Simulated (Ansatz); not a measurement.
What does this script print? It uses Ansatz's Python interface.

`alash4si.py`
```python
"""Harmonic frequencies of AlAsH4Si at its relaxed geometry."""

import itertools

import ansatz
from ase import Atoms
from ase.data import atomic_numbers, covalent_radii
from ase.thermochemistry import IdealGasThermo
import numpy as np

BASIS = "def2-SVP"
FUNCTIONAL = "B3LYP"

atoms = Atoms(["Al", "Si", "As", "H", "H", "H", "H"], positions=[
    [-1.1869, -0.5286, -0.5895],
    [0.3495, 0.8746, 0.5243],
    [0.6013, -1.3764, 0.7513],
    [-2.4193, -0.6671, -1.5693],
    [1.3444, 1.5242, -0.362],
    [-0.1913, 1.5828, 1.7032],
    [1.5635, -1.4775, -0.5037],
])
mol = ansatz.Crystal.molecule_from_ase(atoms)

calculation = mol.calculation()
calculation = calculation.basis(gaussian=BASIS)
calculation = calculation.functional(FUNCTIONAL)
symbols = [site.symbol for site in mol.cartesian_sites]
start = np.array([site.position_ang for site in mol.cartesian_sites], dtype=float)
report = calculation.relax(force_tolerance=0.003).run(threads=1).report
end = np.array(report["positions_ang"])

# pairs closer than 1.2 times the sum of covalent radii, before or after
radius = [covalent_radii[atomic_numbers[s]] for s in symbols]
span = lambda where, i, j: np.linalg.norm(where[i] - where[j])
bonded = [(i, j) for i, j in itertools.combinations(range(len(symbols)), 2) if min(span(start, i, j), span(end, i, j)) < 1.2 * (radius[i] + radius[j])]
print("pair        before    after (A)")
for i, j in bonded:
    print(f"{symbols[i]}{i}-{symbols[j]}{j}".ljust(10), f"{span(start, i, j):8.4f} {span(end, i, j):8.4f}")

# frequencies need a stationary point, so they are taken at the relaxed geometry
minimum = ansatz.Crystal.molecule()
for symbol, place in zip(symbols, end):
    minimum = minimum.atom(symbol, place.tolist())
vibrating = minimum.calculation()
vibrating = vibrating.basis(gaussian=BASIS).functional(FUNCTIONAL)
vibrating = vibrating.phonons(temperatures=(100, 500, 100))
vib = vibrating.run(threads=1).report["vibrations"]
sums = vib["harmonic_sums"]
modes = [m["omega_inv_cm"] for m in sums["modes_at_gamma"] if m["rigid_motion"] == "no"]
print("frequencies (1/cm):", " ".join(f"{w:.0f}" for w in modes))
print("imaginary modes:", sum(w < 0 for w in modes), " zero-point energy:", round(sums["zero_point_energy_ev"], 4), "eV")
# rigid rotor and ideal gas, symmetry number taken as one
gas = IdealGasThermo(vib_energies=[w / 8065.544 for w in modes if w > 0], geometry="linear" if len(modes) == 3 * len(symbols) - 5 else "nonlinear",
                     atoms=Atoms(symbols, positions=end), symmetrynumber=1, spin=0.0)
print(f"H(298 K) - E = {gas.get_enthalpy(298.15, verbose=False):.4f} eV")
print(f"S(298 K, 1 bar) = {96485.33 * gas.get_entropy(298.15, 1e5, verbose=False):.1f} J/(mol K) with symmetry number 1")
```

`python alash4si.py` gives:
```text
pair        before    after (A)
Al0-Si1      2.3601   2.3577
Al0-As2      2.3904   2.4294
Al0-H3       1.5805   1.5792
Si1-As2      2.2764   2.4830
Si1-H4       1.4823   1.4925
Si1-H5       1.4778   1.4922
As2-H6       1.5846   1.5632
frequencies (1/cm): 179 259 306 360 373 435 462 499 619 698 919 1944 2009 2198 2219
imaginary modes: 0  zero-point energy: 0.8356 eV
H(298 K) - E = 1.0265 eV
S(298 K, 1 bar) = 326.3 J/(mol K) with symmetry number 1
```

The frequencies are harmonic and unscaled, in a modest basis. b3lyp holds the VWN-RPA fit, as in Gaussian; the form of ORCA and Turbomole is b3lyp5. The entropy takes a symmetry number of 1; a symmetric molecule's is lower by R ln(sigma). Finished in 2.5 min on 1 thread of Arm Neoverse V1, with other jobs on the host, peak memory 0.31 GiB.
